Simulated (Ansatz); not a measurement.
# F2GeH6Si: the cost of one run

Program: Ansatz 0.2.0. Level of theory: RKS PBE/def2-SVP. These are calculated values, not measurements.

**1. Starting point**

Bond lengths: Ge1–F3 1.680 Å, Ge1–F4 1.679 Å, Ge1–H5 1.549 Å, Ge1–Si6 2.610 Å, Si6–H7 1.460 Å, Si6–H8 1.460 Å, Si6–H9 1.460 Å. Angles: F3–Ge1–F4 109.5°, F3–Ge1–H5 109.5°, F3–Ge1–Si6 178.9°, F4–Ge1–H5 109.5°, F4–Ge1–Si6 69.8°, H5–Ge1–Si6 70.1°, Ge1–Si6–H7 109.5°, Ge1–Si6–H8 109.5°, Ge1–Si6–H9 109.5°, H7–Si6–H8 109.4°, H7–Si6–H9 109.4°, H8–Si6–H9 109.4°.

Coordinates:

```xyz
10

Ge    0.0000    0.0000    0.0000
H     0.0000    0.0000    1.9000
F     1.5842    0.0000   -0.5594
F    -0.7913    1.3709   -0.5594
H    -0.7300   -1.2648   -0.5162
Si   -2.4768    0.0079    0.8230
H    -3.2675   -0.9008   -0.0021
H    -2.5293   -0.4296    2.2149
H    -3.0212    1.3585    0.7172
H    -0.9700    0.0031    1.9684
```

**2. Pulling towards end A**

Springs on the bonds that form and break draw the guess towards this end; the thresholds are loose.

Input file input.yaml:

```yaml
crystal:
  periodic: [false, false, false]
  atoms:
    - { symbol: Ge, position_ang: [0.0, 0.0, 0.0] }
    - { symbol: H, position_ang: [0.0, 0.0, 1.9] }
    - { symbol: F, position_ang: [1.5842, 0.0, -0.5594] }
    - { symbol: F, position_ang: [-0.7913, 1.3709, -0.5594] }
    - { symbol: H, position_ang: [-0.73, -1.2648, -0.5162] }
    - { symbol: Si, position_ang: [-2.4768, 0.0079, 0.823] }
    - { symbol: H, position_ang: [-3.2675, -0.9008, -0.0021] }
    - { symbol: H, position_ang: [-2.5293, -0.4296, 2.2149] }
    - { symbol: H, position_ang: [-3.0212, 1.3585, 0.7172] }
    - { symbol: H, position_ang: [-0.97, 0.0031, 1.9684] }
basis:
  gaussian: { orbitals: def2-SVP }
hamiltonian:
  xc: pbe
relax:
  f_tol: 0.15
  max_steps: 25
  restrain:
    - { distance: [0, 5], at: 3.51, k: 30.0 }
    - { distance: [9, 1], at: 1.86, k: 30.0 }
    - { distance: [0, 1], at: 1.55, k: 30.0 }
    - { distance: [9, 5], at: 1.46, k: 30.0 }
```

Command:

```
ansatz run input.yaml --threads 4 --pin off --max-ram 5120MiB --backend cpu --events-out ev --progress --plain --runs-dir out
```

**Question.** How long does this run take on 4 threads of Arm Neoverse V1, shared host, and how much memory does it need?

About 11 s, with a peak of 0.16 GiB.
